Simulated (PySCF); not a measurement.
# C3H7NSSi: the cost of one run

Programs: PySCF 2.14.0, with density-fitted response routines of our own. Each step states its level of theory. These are calculated values for one molecule in the gas phase, unless marked as measured. Atoms are numbered from 0 throughout.

### Step 1. The molecule as given

13 atoms, charge 0, multiplicity 1; geometry from: PBE0-D3(BJ)/def2-SVP.

Bonds of the start (Å): C0–S1 1.82, S1–Si2 2.13, Si2–C3 1.86, Si2–C4 1.87, C4–N5 1.16, C0–H6 1.10, C0–H7 1.10, C0–H8 1.10, Si2–H9 1.49, C3–H10 1.10, C3–H11 1.10, C3–H12 1.10.

### Step 2. Core-electron binding energies: SCAN, X2C

The job: settings as JSON, then the geometry in Å.

```
{"job": {"kind": "xps"}, "charge": 0, "multiplicity": 1}
C      2.379504     0.262105    -0.458545
S      0.800659     0.270175    -1.370865
Si    -0.513898    -0.406933     0.160047
C     -2.265817    -0.373797    -0.466465
C     -0.347587     0.764562     1.606600
N     -0.207507     1.503485     2.490225
H      3.149640     0.590712    -1.168586
H      2.349612     0.963693     0.386847
H      2.631189    -0.746882    -0.102778
H     -0.101322    -1.735327     0.697388
H     -2.960690    -0.702455     0.320900
H     -2.541831     0.645103    -0.775490
H     -2.373464    -1.045613    -1.331359
```

With the program's defaults for keys left out, this is: delta-SCF UKS SCAN, pcX-2 on the ionised atom, pcseg-1 elsewhere, spin-free X2C.

Command:

```sh
> OMP_NUM_THREADS=1 python probes_run.py task.json out
```

One launch serves the whole session: the jobs run in the order shown.

Q: Estimate the wall time and peak memory of this first job on 1 thread of Arm Neoverse V1, shared host.

About 60 s, with a peak of 0.6 GiB.
